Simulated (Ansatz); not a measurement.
# Cl2H5NOSZr: the cost of one run

Program: Ansatz 0.2.0. Level of theory: RKS PBE-D4/def2-SVP. These are calculated values, not measurements.

### 1 The starting structure

Bond lengths: Zr1–O2 2.420 Å, O2–H3 1.010 Å, Zr1–Cl4 2.520 Å, Zr1–N5 2.208 Å, N5–H6 1.060 Å, N5–H7 1.060 Å, Zr1–Cl8 2.518 Å, Zr1–S9 2.850 Å, S9–H10 1.400 Å. Angles (14 of 15 angles, heavy atoms first): O2–Zr1–Cl4 109.5°, O2–Zr1–N5 109.5°, O2–Zr1–Cl8 109.5°, O2–Zr1–S9 71.6°, Cl4–Zr1–N5 109.5°, Cl4–Zr1–Cl8 109.5°, Cl4–Zr1–S9 67.2°, N5–Zr1–Cl8 109.5°, N5–Zr1–S9 176.6°, Cl8–Zr1–S9 72.8°, Zr1–O2–H3 109.5°, Zr1–N5–H6 120.0°, Zr1–N5–H7 120.0°, Zr1–S9–H10 109.5°.

Coordinates:

```xyz
11

Zr    0.0000    0.0000    0.0000
O     0.0000    0.0000    2.4200
H    -0.9095   -0.2814    2.7571
Cl    2.3764    0.0000   -0.8392
N    -1.0409    1.8034   -0.7359
H    -2.0610    1.7482   -1.0186
H    -0.5204    2.7241   -0.8065
Cl   -1.1869   -2.0563   -0.8392
S     1.4875   -2.2588    0.8987
H     0.7024   -3.4121    0.7815
H     0.7562   -1.1483    2.1622
```

### 2 Pulling towards end A

Springs on the bonds that form and break draw the guess towards this end; the thresholds are loose.

File input.yaml:

```yaml
crystal:
  periodic: [false, false, false]
  atoms:
    - { symbol: Zr, position_ang: [0.0, 0.0, 0.0] }
    - { symbol: O, position_ang: [0.0, 0.0, 2.42] }
    - { symbol: H, position_ang: [-0.9095, -0.2814, 2.7571] }
    - { symbol: Cl, position_ang: [2.3764, 0.0, -0.8392] }
    - { symbol: "N", position_ang: [-1.0409, 1.8034, -0.7359] }
    - { symbol: H, position_ang: [-2.061, 1.7482, -1.0186] }
    - { symbol: H, position_ang: [-0.5204, 2.7241, -0.8065] }
    - { symbol: Cl, position_ang: [-1.1869, -2.0563, -0.8392] }
    - { symbol: S, position_ang: [1.4875, -2.2588, 0.8987] }
    - { symbol: H, position_ang: [0.7024, -3.4121, 0.7815] }
    - { symbol: H, position_ang: [0.7562, -1.1483, 2.1622] }
basis:
  gaussian: { orbitals: def2-SVP }
hamiltonian:
  xc: pbe
  dispersion: d4
relax:
  f_tol: 0.15
  max_steps: 25
  restrain:
    - { distance: [0, 8], at: 3.75, k: 30.0 }
    - { distance: [10, 1], at: 2.21, k: 30.0 }
    - { distance: [0, 1], at: 2.07, k: 30.0 }
    - { distance: [10, 8], at: 1.4, k: 30.0 }
```

Command:

```console
$ ansatz run input.yaml --threads 4 --pin off --max-ram 5120MiB --backend cpu --events-out ev --progress --plain --runs-dir out
```

What time and memory should one allow on 4 threads of Arm Neoverse V2, shared host?

About 25 s, with a peak of 0.22 GiB.
